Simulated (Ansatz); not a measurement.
This script for a formation energy from the elements of Be3Pd and its elements with the Ansatz DFT code, driven from Python holds a mistake.

Input file `be3pd_be3pd.cif`:
```cif
data_Be3Pd
_cell_length_a 4.299495
_cell_length_b 4.299495
_cell_length_c 4.299495
_cell_angle_alpha 134.56802
_cell_angle_beta 134.56802
_cell_angle_gamma 66.20215
_symmetry_space_group_name_H-M 'P 1'
_symmetry_Int_Tables_number 1
loop_
_symmetry_equiv_pos_as_xyz
'x, y, z'
loop_
_atom_site_label
_atom_site_type_symbol
_atom_site_fract_x
_atom_site_fract_y
_atom_site_fract_z
Be1 Be    0.750000    0.250000    0.500000
Be2 Be    0.250000    0.750000    0.500000
Be3 Be    0.500000    0.500000    0.000000
Pd4 Pd    0.000000    0.000000    0.000000
```

Contents of `be3pd_be.xyz`:
```text
2
Lattice="2.2853 0.0 0.0 -1.14265 1.97912786 0.0 0.0 0.0 3.5842" Properties=species:S:1:pos:R:3 pbc="T T T"
Be   -0.00000000    1.31941857    0.89605000
Be    1.14265000    0.65970929    2.68815000
```

Contents of `be3pd_pd_cell.extxyz`:
```text
1
Lattice="0.0 1.9465 1.9465 1.9465 0.0 1.9465 1.9465 1.9465 0.0" Properties=species:S:1:pos:R:3 pbc="T T T"
Pd    0.00000000    0.00000000    0.00000000
```

`formation_be3pd.py`
```python
"""Heat of formation of Be3Pd at zero temperature, after relaxing cells and atoms."""

from collections import Counter

import ansatz
from ase.io import read
import numpy as np

SETTINGS = {
    "functional": "pbesol",
    "cutoff": 550,
    "kspacing": 0.15,
    "filling": "fermi_dirac",
    "sigma": 0.1,
}


def solve(name, crystal):
    calc = (
        crystal.calculation()
        .functional(SETTINGS["functional"])
        .basis(SETTINGS["cutoff"])
        .kpoints(spacing=SETTINGS["kspacing"])
        .occupations(SETTINGS["filling"], width=SETTINGS["sigma"])
        .stress()
    )
    if name in {"Be", "Pd"}:
        calc = calc.functional("lda")
    calc = calc.relax(force_tolerance=0.03, max_steps=30, cell=True)
    return calc.run()


def counts(outcome):
    return Counter(site.symbol for site in outcome.lattice.sites)

def formation_energy(outcome, mu):
    n = counts(outcome)
    return (outcome.report["energy_sigma0_ev"] - sum(k * mu[element] for element, k in n.items())) / sum(n.values())


def volume_per_atom(outcome):
    return abs(np.linalg.det(outcome.lattice.cell_ang)) / len(outcome.lattice.sites)

phases = {}
atoms = read("be3pd_be3pd.cif")
be3pd = ansatz.Crystal.from_ase(atoms)
phases["Be3Pd"] = be3pd
be = ansatz.Crystal.from_extxyz("be3pd_be.xyz")
phases["Be"] = be
pd_cell = ansatz.Crystal.from_extxyz("be3pd_pd_cell.extxyz")
phases["Pd"] = pd_cell

done = {}
for name, crystal in phases.items():
    done[name] = solve(name, crystal)
    print(f"{name}: {done[name].report['energy_sigma0_ev']:.4f} eV, {len(done[name].lattice.sites)} atoms")

# chemical potentials of the elements at zero temperature
references = {"Be": "Be", "Pd": "Pd"}
mu = {element: done[name].report["energy_sigma0_ev"] / len(done[name].lattice.sites) for element, name in references.items()}

target = done["Be3Pd"]
heat = formation_energy(target, mu)
for element, value in mu.items():
    print(f"mu({element}) = {value:.4f} eV from {references[element]}, {volume_per_atom(done[references[element]]):.2f} A^3/atom")
print(f"formation energy of Be3Pd: {heat:.4f} eV/atom = {96.4853 * heat:.1f} kJ/mol of atoms")
```

```console
$ python formation_be3pd.py
Be3Pd: -7179.0552 eV, 4 atoms
Be: -176.4705 eV, 2 atoms
Pd: -6844.5857 eV, 1 atoms
mu(Be) = -88.2353 eV from Be, 7.55 A^3/atom
mu(Pd) = -6844.5857 eV from Pd, 14.18 A^3/atom
formation energy of Be3Pd: -17.4409 eV/atom = -1682.8 kJ/mol of atoms
```

No error stopped it. What is wrong with the input all the same?

The fault: the reference phases are run under another functional than the compound. The change:

The script, `formation_be3pd.py`:
```python
"""Heat of formation of Be3Pd at zero temperature, after relaxing cells and atoms."""

from collections import Counter

import ansatz
from ase.io import read
import numpy as np

SETTINGS = {
    "functional": "pbesol",
    "cutoff": 550,
    "kspacing": 0.15,
    "filling": "fermi_dirac",
    "sigma": 0.1,
}


def solve(name, crystal):
    calc = (
        crystal.calculation()
        .functional(SETTINGS["functional"])
        .basis(SETTINGS["cutoff"])
        .kpoints(spacing=SETTINGS["kspacing"])
        .occupations(SETTINGS["filling"], width=SETTINGS["sigma"])
        .stress()
    )
    calc = calc.relax(force_tolerance=0.03, max_steps=30, cell=True)
    return calc.run()


def counts(outcome):
    return Counter(site.symbol for site in outcome.lattice.sites)

def formation_energy(outcome, mu):
    n = counts(outcome)
    return (outcome.report["energy_sigma0_ev"] - sum(k * mu[element] for element, k in n.items())) / sum(n.values())


def volume_per_atom(outcome):
    return abs(np.linalg.det(outcome.lattice.cell_ang)) / len(outcome.lattice.sites)

phases = {}
atoms = read("be3pd_be3pd.cif")
be3pd = ansatz.Crystal.from_ase(atoms)
phases["Be3Pd"] = be3pd
be = ansatz.Crystal.from_extxyz("be3pd_be.xyz")
phases["Be"] = be
pd_cell = ansatz.Crystal.from_extxyz("be3pd_pd_cell.extxyz")
phases["Pd"] = pd_cell

done = {}
for name, crystal in phases.items():
    done[name] = solve(name, crystal)
    print(f"{name}: {done[name].report['energy_sigma0_ev']:.4f} eV, {len(done[name].lattice.sites)} atoms")

# chemical potentials of the elements at zero temperature
references = {"Be": "Be", "Pd": "Pd"}
mu = {element: done[name].report["energy_sigma0_ev"] / len(done[name].lattice.sites) for element, name in references.items()}

target = done["Be3Pd"]
heat = formation_energy(target, mu)
for element, value in mu.items():
    print(f"mu({element}) = {value:.4f} eV from {references[element]}, {volume_per_atom(done[references[element]]):.2f} A^3/atom")
print(f"formation energy of Be3Pd: {heat:.4f} eV/atom = {96.4853 * heat:.1f} kJ/mol of atoms")
```

With that change:

```console
$ python formation_be3pd.py
Be3Pd: -7179.0552 eV, 4 atoms
Be: -180.7014 eV, 2 atoms
Pd: -6906.6494 eV, 1 atoms
mu(Be) = -90.3507 eV from Be, 7.83 A^3/atom
mu(Pd) = -6906.6494 eV from Pd, 14.58 A^3/atom
formation energy of Be3Pd: -0.3384 eV/atom = -32.7 kJ/mol of atoms
```

Reading the output:
- Total energies depend on the potentials; only differences at equal settings carry meaning.
- The cells come from databases of deposited and of computed structures, and not all need be stable phases.
- The compound is the structure given, not necessarily its lowest; energies are at zero temperature, with no correction for gases. A semilocal functional's error on such energies is often 0.05 to 0.1 eV an atom, and 0.1 to 0.3 eV against gases such as O2 or F2.
- It ran for 2.1 min on 1 thread of Arm Neoverse V1, on a shared host, peak memory 0.79 GiB.
